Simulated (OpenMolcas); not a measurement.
**Au³⁺ among point charges: CASSCF and CASPT2 levels and susceptibility**

How does a field of 5 point charges split the states of Au³⁺, and what χT follows?

The numbers are computed with OpenMolcas 26.06 (state-averaged CASSCF and CASPT2, spin-orbit coupling by RASSI with atomic mean-field integrals), except any that are marked as measured or tabulated.

## (1) The atom as given

- Species: Au³⁺ (gold, Z = 79, 76 electrons)
- Basis: ANO-RCC-VDZP [7s6p4d2f], 59 functions
- Scalar Hamiltonian: DKH2, point nucleus
- Inactive shells: 1s 2s 2p 3s 3p 3d 4s 4p 4d 4f 5s 5p
- Active space: 8 electrons in 5 orbitals (5d)
- Some configurations of this space: 5d⁸
- Orbitals: optimised for each spin and parity, averaged over all roots

The outer shells:

5d8
```
5d [↑↓][↑↓][↑↓][↑ ][↑ ]
```

The ion sits among 5 point charges of -2 e arranged as a square pyramid (C4v), 1.89 Å from the ion, with the axial distance 1.871 Å.

The work runs as a chain of OpenMolcas steps in one folder; each step below is one input file. Labels, J, g values, rates, χT and fits are worked out afterwards by a script from the matrices that RASSI stores.

## (2) One- and two-electron integrals

a.inp

```
&GATEWAY
Coord
1

Au 0.0 0.0 0.0
Basis=ANO-RCC-VDZP
Group=NoSym
NoMove
AngMom=0.0 0.0 0.0
AMFI
XField
5 Angstrom 0
1.890000 0.000000 0.000000 -2.000000
0.000000 1.890000 0.000000 -2.000000
-1.890000 0.000000 0.000000 -2.000000
0.000000 -1.890000 0.000000 -2.000000
0.000000 0.000000 1.871100 -2.000000
&SEWARD
```

## (3) Reference wave functions, triplets, 10 roots

a.inp

```
&RASSCF
FileOrb=start.orb
Symmetry=1
Spin=3
nActEl=8 0 0
Inactive=34
Ras2=5
CIRoot=10 10 1
SDav=10
CIMx=300
Iter=120 100
PrWF=0.3
OrbListing=Nothing
MaxOrb=0
>>> COPY $Project.JobIph JOB001
```

start.orb holds the contracted functions of the basis, ordered by shell, or the orbitals of the step before.

## (4) Reference wave functions, singlets, 15 roots

a.inp

```
&RASSCF
FileOrb=start.orb
Symmetry=1
Spin=1
nActEl=8 0 0
Inactive=34
Ras2=5
CIRoot=15 15 1
SDav=15
CIMx=300
Iter=120 100
PrWF=0.3
OrbListing=Nothing
MaxOrb=0
>>> COPY $Project.JobIph JOB002
```

## (5) RASSI: spin-orbit coupling between the states

a.inp

```
&RASSI
NrOfJobIphs=2 10 15
1 2 3 4 5 6 7 8 9 10
1 2 3 4 5 6 7 8 9 10 11 12 13 14 15
IphNames
JOB001
JOB002
EJob
SpinOrbit
DIPRint=1.0
SOCoupling=1000.0
Subsets=2
Property=9
'ANGMOM' 1 'ANGMOM' 2 'ANGMOM' 3 'MLTPL  1' 1 'MLTPL  1' 2 'MLTPL  1' 3
'AMFI' 1 'AMFI' 2 'AMFI' 3
SOProperty=3
'ANGMOM' 1 'ANGMOM' 2 'ANGMOM' 3
```

## (6) CASPT2: IPEA 0.25, imaginary shift 0.1 (closed shells correlated: 4f 5s 5p)

a.inp

```
>>> COPY JOB001 $Project.JobIph
&CASPT2
Multistate=10 1 2 3 4 5 6 7 8 9 10
NoMult
Frozen=23
IPEA=0.25
Imaginary=0.1
MaxIter=60
WThr=0.0 0.3 0.05
PrWF=0.5
NoMix
>>> COPY JOB002 $Project.JobIph
&CASPT2
Multistate=15 1 2 3 4 5 6 7 8 9 10 11 12 13 14 15
NoMult
Frozen=23
IPEA=0.25
Imaginary=0.1
MaxIter=60
WThr=0.0 0.3 0.05
PrWF=0.5
NoMix
```

(Steps that only read results are left out.)

**Question.** What will these runs give? Wanted: spin-free ground state; first state of the same spin within the active space; lowest level; next level.

The runs gave:

```
                                            quantity                                                                           value
                                              method  SS-CASPT2, IPEA 0.25, imaginary shift 0.1 (closed shells correlated: 4f 5s 5p)
                              spin-free ground state                                             triplet, 1-fold in its orbital part
first state of the same spin within the active space                                                            triplet at 1630 cm⁻¹
                                        lowest level                                                                          1-fold
                                          next level                                                                     2196.0 cm⁻¹
                                         χT at 300 K                                                                  0.16 cm³ K/mol
                           effective moment at 300 K                                                                         1.14 μB
```

Cost by method:

```tsv
method	time of its own steps	time with the reference
A. CASSCF	11 s	11 s
B. SS-CASPT2, IPEA 0.25, imaginary shift 0.1, +4f 5s 5p	9.2 s	20 s
```

Times are of one thread on a shared host.

In words: The spin-free ground state (triplet) comes to 54 % from free-ion P terms and keeps the highest spin of the shell. χT at 300 K is 0.16, against 1.00 cm³ K/mol for the spin alone, so spin-orbit coupling lowers it. The field of point charges can differ much from that of real complexes. This is an electrostatic model: the charges have no orbitals.
